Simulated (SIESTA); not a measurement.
Runs of SIESTA 5.4.2 on CS2. The structure is orthorhombic, space group Cmce (No. 64). The conventional cell has a = 7.292 Å, b = 5.989 Å, c = 9.851 Å, α = 90.00°, β = 90.00°, γ = 90.00°. S (site symmetry m) has 1 C at 1.56 Å as nearest neighbours. C (site symmetry 2/m) is surrounded by 2 S at 1.56 Å. The cell comes from a database or a generator and needn't be the stable form of this composition.

| task | level | potentials or basis | k mesh | gap on the mesh (eV) | pressure (GPa) | V0 of scaled cells (Å³/atom) | B0 (GPa) | largest force (eV/Å) |
| --- | --- | --- | --- | --- | --- | --- | --- | --- |
| band structure | PBEsol | PseudoDojo 0.4 standard (PBEsol files), DZP (energy shift 0.003 Ry) | 6 × 6 × 3 | (b) | (c) | - | - | 1.53 |
| band structure | LDA | PseudoDojo 0.4 standard (LDA files), DZP (energy shift 0.003 Ry) | 6 × 6 × 3 | 3.36 | 0.5 | - | - | 1.23 |
| band structure | PBE | PseudoDojo 0.4 standard (PBE files), DZP (energy shift 0.003 Ry) | 6 × 6 × 3 | 3.43 | 2.0 | - | - | 1.66 |
| equation of state | PBEsol | PseudoDojo 0.4 standard (PBEsol files), DZP (energy shift 0.003 Ry) | 4 × 4 × 2 | - | - | (a) | 42 | - |
| equation of state | PBE | PseudoDojo 0.4 standard (PBE files), DZP (energy shift 0.003 Ry) | 6 × 6 × 3 | - | - | 37.47 | 42 | - |
| equation of state | LDA | PseudoDojo 0.4 standard (LDA files), DZP (energy shift 0.003 Ry) | 4 × 4 × 2 | - | - | 36.24 | 44 | - |

Alike in all rows: no spin polarisation; cell as given; smearing fermi-dirac 0.05 eV; grid cutoff 500 Ry; energy shift 0.003 Ry.

**Question.** Estimate the missing entries.

**Answer.** (a) 37.16; (b) 3.44; (c) 1.6.

Caveats: the basis of atomic orbitals isn't converged, which shifts pressures, moduli and gaps; forces of over 1 eV/Å show positions far from the minimum, so gaps and moduli don't describe the material at rest (some runs); the cell was scaled at fixed shape and fractional positions, which overstates the stiffness of a crystal with free parameters, most of all of layers and chains (some runs).

A k mesh can miss the band edges.

Not every run made on this cell is shown here.
